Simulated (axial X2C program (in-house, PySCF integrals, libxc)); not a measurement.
# Linear BrTiBr⁺ at several levels

An exercise on one series of results from a longer session: the logs are not shown, and one member is left open.

Computed with an in-house X2C program for linear molecules on PySCF integrals. Level: all-electron X2C, two-component (2c) or spin-free, Br dyall-av3z, Ti dyall-v3z.

All values are calculated.

2 further runs of the same task are left out: 2 set aside as unsound or not needed.

The first run:

The input, task.json:

```json
{"zs": [35, 22, 35], "q": 1, "bas": ["dyall-av3z", "dyall-v3z", "dyall-av3z"], "r0": [2.5, 2.5], "symm": 1, "scan": ["PBE0", "HF", "LDA"], "levels": ["PBE0", "HF", "LDA"], "nst": 2}
```

Keys: zs atomic numbers; q charge; bas basis sets; r0 starting distance in Å; symm equal bonds; scan levels of the two-bond scan (MP2 follows by itself at each HF point); levels methods; nst determinants followed.

On the command line:

```bash
$ python solin.py task.json out
```

Masses Br 78.918, Ti 47.948, Br 78.918 u.

Steps of the session up to this table: Scan at PBE0, 2c; Scan at HF, 2c; Scan at LDA, 2c.

One table of the session follows, with a row left open; its other results are not shown here.

```
          level  r(Br–Ti) (Å)  r(Ti–Br) (Å)  lower stretch (cm⁻¹)  upper stretch (cm⁻¹)
       PBE0, 2c         2.302         2.302                 246.9                 477.3
         HF, 2c         2.331         2.331                 256.7                 483.9
        LDA, 2c             ?             ?                     ?                     ?
        MP2, 2c         2.289         2.289                 257.4                 488.4
PBE0, spin-free         2.302         2.302                 247.3                 477.8
  HF, spin-free         2.330         2.330                 257.1                 484.3
 LDA, spin-free         2.286         2.286                 241.7                 473.2
 MP2, spin-free         2.289         2.289                 257.6                 488.7
```

**Question.** Estimate the row for LDA, 2c.

As computed: r(Br–Ti) (Å): 2.287; r(Ti–Br) (Å): 2.287; lower stretch (cm⁻¹): 241.2; upper stretch (cm⁻¹): 472.8. In the column «r(Br–Ti) (Å)» it lies between LDA, spin-free (2.286) and MP2, 2c (2.289).

Scans not shown above were run alike.

What this shows: Over the levels the Br–Ti bond spans 2.286 to 2.331 Å and the Ti–Br bond 2.286 to 2.331 Å. At PBE0 spin–orbit coupling leaves both bonds unchanged to 0.001 Å. Each state is one determinant, the lowest of a limited PBE0 search; the stretches come from a fit to few points and are good to some per cent at best. MP2 freezes inner shells (threshold -2 hartree). The molecule was held linear; bending was not examined, so a bent shape may lie lower. Note: functional without a current term on a determinant with orbital currents, of the molecule or an atom.
